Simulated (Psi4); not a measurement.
**SnH4S (SMILES [SH][SnH3]): levels of theory compared**

We compute a comparison of 3 runs (HF/def2-SVP, PBE0/STO-3G, B97-2/def2-SVPD) of SnH4S. 

The results are computed with Psi4 1.11.

3 further runs of the same task are left out: 3 set aside as unsound or not needed.

## (1) The system as given

The species is SnH4S (6 atoms), meant as a singlet with charge 0. SMILES: `[SH][SnH3]`. The shape is that of a PBE0-D4/def2-TZVP optimisation.

Bond lengths: S1–Sn2 2.406 Å, S1–H3 1.343 Å, Sn2–H4 1.706 Å, Sn2–H5 1.706 Å, Sn2–H6 1.701 Å. Angles: S1–Sn2–H4 109.4°, S1–Sn2–H5 109.5°, S1–Sn2–H6 104.7°, Sn2–S1–H3 93.9°, H4–Sn2–H5 110.2°, H4–Sn2–H6 111.4°, H5–Sn2–H6 111.4°.

## (2) Energy and forces at HF/def2-SVP (core potential) (run 1)

Input file h4ssn.inp:

```
memory 1.6 GB

molecule {
  0 1
  S
  Sn 1 2.405501
  H 1 1.343188 2 93.94794
  H 2 1.705559 1 109.4437 3 59.85086
  H 2 1.705607 4 110.17393 1 120.431
  H 2 1.700781 4 111.44713 5 124.21979
  symmetry c1
}

set globals {
  basis         def2-SVP
  puream        true
  e_convergence 1e-09
  d_convergence 1e-08
  scf_type      pk
}

e, wfn = gradient('scf', return_wfn=True)
oeprop(wfn, 'LOWDIN_CHARGES', 'MULLIKEN_CHARGES', 'QUADRUPOLE')
```

On the command line:

```console
psi4 h4ssn.inp h4ssn.out -n 1
```

h4ssn.out:

```text
[...]
    !!!  WARNING: ECP capability is in beta. Please check occupations closely.  !!!
[...]
  Running in c1 symmetry.
[...]
  Nuclear repulsion =  116.934159561117312
[...]
  Multiplicity = 1
[...]
  Nalpha       = 21
  Nbeta        = 21
[...]
    Number of basis functions: 64
[...]
   @RHF iter   1:  -613.04716858742017   -1.76825e+00   3.28535e-03 ADIIS/DIIS
[...]
   @RHF iter  10:  -613.07722011324654   -1.13687e-11   9.15042e-09 DIIS
[...]
  @RHF Final Energy:  -613.07722011324654
   => Energetics <=
    Nuclear Repulsion Energy =            116.9341595611173119
    One-Electron Energy =               -1161.2062004812830764
    Two-Electron Energy =                 431.1948208069194379
    Total Energy =                       -613.0772201132464261
[...]
  -Total Gradient:
     Atom            X                  Y                   Z
    ------   -----------------  -----------------  -----------------
       1        0.000018216098    -0.005488610247     0.006656117763
       2       -0.000019024054     0.001404907462    -0.006906662043
       3       -0.000014618938     0.003779223665     0.002076577032
       4        0.000308525751    -0.000192482402    -0.000395080176
       5       -0.000298428541    -0.000190720522    -0.000402349755
       6        0.000005329683     0.000687682045    -0.001028602847
[...]
 Multipole Moments:
 ------------------------------------------------------------------------------------
     Multipole            Electronic (a.u.)      Nuclear  (a.u.)        Total (a.u.)
 ------------------------------------------------------------------------------------
 L = 1.  Multiply by 2.5417464519 to convert [e a0] to [Debye]
 Dipole X            :          0.0007912           -0.0009699           -0.0001787
 Dipole Y            :         -1.4068532            1.7654147            0.3585615
 Dipole Z            :         35.4695542          -34.8583608            0.6111934
 Magnitude           :                                                    0.7086069
 L = 2.  Multiply by 1.3450342976 to convert [e a0^2] to [Debye ang]
 Quadrupole XX       :        -46.0746351           13.9708564          -32.1037787
 Quadrupole XY       :          0.0013076           -0.0006671            0.0006405
[...]
```

Run time: 5.7 s. Hardware: 1 thread of Intel Xeon Platinum 8259CL at 2.50GHz (Skylake/Cascade Lake), shared host; peak memory 0.22 GiB.

## (3) The energy at PBE0/STO-3G (run 2)

Input file h4ssn.xyz:

```xyz
6
H4SSn
S      1.034300    -0.905300     1.261700
Sn    -0.312000     0.456200    -0.194400
H      1.136600    -1.912100     0.378500
H     -1.750600    -0.375100    -0.579500
H      0.563300     0.806700    -1.615700
H     -0.629400     1.865600     0.703100
```

Input file run_ase.py:

```python
import numpy as np
from ase.calculators.psi4 import Psi4
from ase.io import read

atoms = read('h4ssn.xyz')
calc = Psi4(atoms=atoms, method='pbe0', basis='STO-3G', memory='1600MB', num_threads=1, charge=0, multiplicity=1, label='h4ssn')
calc.psi4.set_options({'puream': True, 'e_convergence': 1e-09, 'd_convergence': 1e-08, 'scf_type': 'pk', 'dft_radial_points': 99, 'dft_spherical_points': 590})
atoms.calc = calc

print(f'energy: {atoms.get_potential_energy():.6f} eV')
```

On the command line:

```console
python run_ase.py
```

h4ssn.dat:

```text
[...]
  Running in c1 symmetry.
[...]
  Nuclear repulsion =  246.801561110066473
[...]
  Multiplicity = 1
[...]
  Nalpha       = 35
  Nbeta        = 35
[...]
    Number of basis functions: 40
[...]
   @RKS iter   1: -6360.91382043138037   -2.55975e+00   1.12640e-02 ADIIS/DIIS
[...]
   @RKS iter   9: -6361.11223237930062   -5.45697e-12   1.51367e-09 DIIS
[...]
    Orbital Energies [Eh]
    ---------------------
    Doubly Occupied:
       1A   -1019.972482     2A   -149.404661     3A   -142.012868
       4A   -142.012675     5A   -142.012656     6A    -87.809316
       7A    -27.703702     8A    -25.002160     9A    -25.001112
      10A    -25.001048    11A    -17.060759    12A    -17.060456
      13A    -17.060408    14A    -17.059627    15A    -17.059609
      16A     -7.622871    17A     -5.546374    18A     -5.540890
      19A     -5.526313    20A     -4.110380    21A     -2.992270
      22A     -2.988652    23A     -2.988308    24A     -0.657031
      25A     -0.577666    26A     -0.577250    27A     -0.565862
      28A     -0.561788    29A     -0.561726    30A     -0.412498
      31A     -0.319946    32A     -0.274265    33A     -0.265426
      34A     -0.207828    35A     -0.124978
[...]
  @RKS Final Energy: -6361.11223237930062
   => Energetics <=
    Nuclear Repulsion Energy =            246.8015611100664728
    One-Electron Energy =               -9289.6219864707927627
    Two-Electron Energy =                2823.6341758912831210
    DFT Exchange-Correlation Energy =    -141.9259829098584476
    Empirical Dispersion Energy =           0.0000000000000000
    VV10 Nonlocal Energy =                  0.0000000000000000
    Total Energy =                      -6361.1122323793006217
[...]
 Multipole Moments:
 ------------------------------------------------------------------------------------
     Multipole            Electronic (a.u.)      Nuclear  (a.u.)        Total (a.u.)
 ------------------------------------------------------------------------------------
 L = 1.  Multiply by 2.5417464519 to convert [e a0] to [Debye]
 Dipole X            :         -4.9765720            4.7723335           -0.2042385
 Dipole Y            :          5.7383438           -5.7215615            0.0167823
 Dipole Z            :         -4.6077560            4.1784381           -0.4293179
 Magnitude           :                                                    0.4757193
[...]
```

Standard output:

```text
energy: -173094.680500 eV
```

Run time: 9 s. Hardware: 1 thread of Intel Xeon Platinum 8259CL at 2.50GHz (Skylake/Cascade Lake), shared host; peak memory 0.47 GiB.

## (4) The energy at B97-2/def2-SVPD (core potential, ddPCM acetonitrile) (run 3)

Input file h4ssn.json:

```json
{
  "schema_name": "qcschema_input",
  "schema_version": 1,
  "molecule": {
    "schema_name": "qcschema_molecule",
    "schema_version": 2,
    "symbols": ["S", "Sn", "H", "H", "H", "H"],
    "geometry": [1.95454373, -1.71076906, 2.38426745, -0.58959455, 0.86209306, -0.36736276, 2.14786271, -3.61334532, 0.71526134, -3.30815455, -0.70883627, -1.09509629, 1.06448273, 1.52444206, -3.0532305, -1.18939362, 3.52547306, 1.32866644],
    "molecular_charge": 0,
    "molecular_multiplicity": 1,
    "fix_symmetry": "c1"
  },
  "driver": "energy",
  "model": {
    "method": "b97-2",
    "basis": "def2-SVPD"
  },
  "keywords": {
    "scf_type": "direct",
    "ddx": true,
    "ddx_model": "pcm",
    "ddx_solvent": "acetonitrile",
    "ddx_radii_set": "uff"
  }
}
```

On the command line:

```console
psi4 --qcschema h4ssn.json -n 1 --memory 1600MB
```

stdout:

```text
[...]
    !!!  WARNING: ECP capability is in beta. Please check occupations closely.  !!!
[...]
  Running in c1 symmetry.
[...]
  Nuclear repulsion =  116.934173834734835
[...]
  Multiplicity = 1
[...]
  Nalpha       = 21
  Nbeta        = 21
[...]
    Number of basis functions: 91
[...]
   @DF-RKS iter   1:  -614.85844869410937   -9.67916e-01   5.90598e-03 ADIIS/DIIS
[...]
   @RKS iter  10:  -615.04334468474747   -3.28539e-08   1.77907e-07 DIIS
[...]
    Orbital Energies [Eh]
    ---------------------
    Doubly Occupied:
       1A    -88.859914     2A     -7.980988     3A     -5.938851
       4A     -5.936496     5A     -5.930903     6A     -5.131512
       7A     -3.473655     8A     -3.469550     9A     -3.469222
      10A     -1.052550    11A     -1.049720    12A     -1.049272
      13A     -1.044862    14A     -1.044838    15A     -0.725494
      16A     -0.518413    17A     -0.407539    18A     -0.338263
      19A     -0.331315    20A     -0.317506    21A     -0.263569
[...]
  @RKS Final Energy:  -615.04334468474747
   => Energetics <=
    Nuclear Repulsion Energy =            116.9341738347348354
    One-Electron Energy =               -1161.7110694275024798
    Two-Electron Energy =                 466.0973226028297631
    DFT Exchange-Correlation Energy =     -36.3581562833525780
    Empirical Dispersion Energy =           0.0000000000000000
    VV10 Nonlocal Energy =                  0.0000000000000000
    DD Solvation Energy =                 -0.0056154114568023
    Total Energy =                       -615.0433446847473533
[...]
 Multipole Moments:
 ------------------------------------------------------------------------------------
     Multipole            Electronic (a.u.)      Nuclear  (a.u.)        Total (a.u.)
 ------------------------------------------------------------------------------------
 L = 1.  Multiply by 2.5417464519 to convert [e a0] to [Debye]
 Dipole X            :        -20.0245560           19.5751553           -0.4494007
 Dipole Y            :         21.1847722          -20.9875099            0.1972623
 Dipole Z            :        -20.6334232           19.8635170           -0.7699062
 Magnitude           :                                                    0.9130328
[...]
```

The result, in JSON:

```text
{
 "driver": "energy",
 "model": {
  "method": "b97-2",
  "basis": "def2-SVPD"
 },
 "success": true,
 "return_result": -615.0433446847475,
 "properties": {
  "calcinfo_nbasis": 91,
  "calcinfo_nmo": 91,
  "calcinfo_nalpha": 21,
  "calcinfo_nbeta": 21,
  "calcinfo_natom": 6,
  "nuclear_repulsion_energy": 246.80156124648133,
  "return_energy": -615.0433446847475,
  "scf_one_electron_energy": -1161.7110694275025,
  "scf_two_electron_energy": 466.09732260282976,
  "scf_xc_energy": -36.35815628335258,
  "scf_dipole_moment": [-0.44940069742420263, 0.19726228072598317, -0.7699062135251289],
  "scf_total_energy": -615.0433446847475,
  "scf_iterations": 10
 }
}
```

Wall time 17 s (1 thread of Intel Xeon Platinum 8259CL at 2.50GHz (Skylake/Cascade Lake), shared host); peak memory 0.56 GiB.

## (5) Overview of the runs

```tsv
run	level	task	core potential	energy (Eh)	dipole moment (D)	HOMO energy (eV)	LUMO energy (eV)	wall time
1	HF/def2-SVP (core potential)	gradient	def2	-613.077220	1.80	-9.99	2.74	5.7 s
2	PBE0/STO-3G	energy	none	-6361.112232	1.21	-3.40	5.10	9 s
3	B97-2/def2-SVPD (core potential, ddPCM acetonitrile)	energy	def2	-615.043345	2.32	-7.17	-0.74	17 s
```

## (6) Outcome

| quantity | value |
| --- | --- |
| run 3: total energy | -615.04334 Eh |
| run 3: dipole moment | 2.32 D |
| run 3: HOMO energy | -7.17 eV |
| run 3: LUMO energy | -0.74 eV |
| run 3: HOMO–LUMO gap | 6.43 eV |
| run 3: solvent term in the energy | -14.7 kJ/mol |

**Reading.** The dipole moment (its size) runs from 1.21 D (PBE0/STO-3G) to 2.32 D (B97-2/def2-SVPD). The two ends differ in method and basis and solvent and core potential. The HOMO–LUMO gap runs from 6.43 eV (B97-2/def2-SVPD) to 12.73 eV (HF/def2-SVP). The two ends differ in method and basis and solvent. Totals of different functionals can't be ranked against each other. Some runs of one species differ in core potentials or relativity; totals across that change don't compare. In run 2 the basis is minimal, so the values are rough. In run 2 relativity is left out where basis or elements ask for it. All runs together took 32 s, the longest 17 s.
